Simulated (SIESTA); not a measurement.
TiP (Badengzhuite):

```
CELL_PARAMETERS angstrom
3.51300 0.00000 0.00000
-1.75650 3.04235 0.00000
0.00000 0.00000 11.75000
ATOMIC_POSITIONS crystal
Ti 0.66667 0.33333 0.87500
Ti 0.33333 0.66667 0.37500
Ti 0.66667 0.33333 0.62500
Ti 0.33333 0.66667 0.12500
P 0.33333 0.66667 0.75000
P 0.66667 0.33333 0.25000
P 0.00000 0.00000 0.50000
P 0.00000 0.00000 0.00000
```

| Property | Result |
| --- | --- |
| Program | SIESTA 5.4.2 |
| Task | single point |
| Functional | PBEsol |
| Potentials or basis | PseudoDojo 0.4 standard (PBEsol files) |
| Basis | DZP (energy shift 0.003 Ry; two zetas on semicore shells) |
| Grid cutoff | 800 Ry |
| Energy shift | 0.003 Ry |
| k mesh | 9 × 9 × 3 |
| Occupations | fermi-dirac, width 0.05 eV |
| Spin | no spin polarisation |

On this cell: pressure -4.3 GPa; largest force 1.507 eV/Å; band gap on the k mesh none (metal or under the smearing width).

The same run follows on a disturbed copy (atoms moved at random, drawn with an rms of 0.05 Å):

```
CELL_PARAMETERS angstrom
3.51300 0.00000 0.00000
-1.75650 3.04235 0.00000
0.00000 0.00000 11.75000
ATOMIC_POSITIONS crystal
Ti 0.67388 0.34238 0.87705
Ti 0.32324 0.66948 0.37609
Ti 0.67180 0.34954 0.62414
Ti 0.33791 0.66288 0.12877
P 0.34137 0.67258 0.75366
P 0.68124 0.34080 0.24651
P 0.00145 0.01590 0.50214
P 0.00838 0.00544 0.99938
```

Question: What changes?

Answer: The energy (extrapolated to zero smearing) moves by +9.4 meV/atom; pressure -4.0 GPa; largest force 2.264 eV/Å; band gap on the k mesh none (metal or under the smearing width).

Forces on the atoms (eV/Å):
```
Ti   0.054 -0.051  1.393
Ti   0.386  0.221  1.429
Ti   0.076 -0.102 -1.004
Ti   0.034  0.282 -2.247
P   -0.157  0.162 -0.440
P   -0.409 -0.235  0.812
P    0.034 -0.211 -0.273
P   -0.019 -0.065  0.332
```

Stress tensor (GPa, compression positive):
```
-4.42  0.19  0.04
 0.19 -4.90 -0.06
 0.04 -0.06 -2.78
```

Caveats: the cell's inner coordinates are idealised or old, which leaves forces on the atoms; the basis of atomic orbitals isn't converged, which shifts pressures, moduli and gaps.
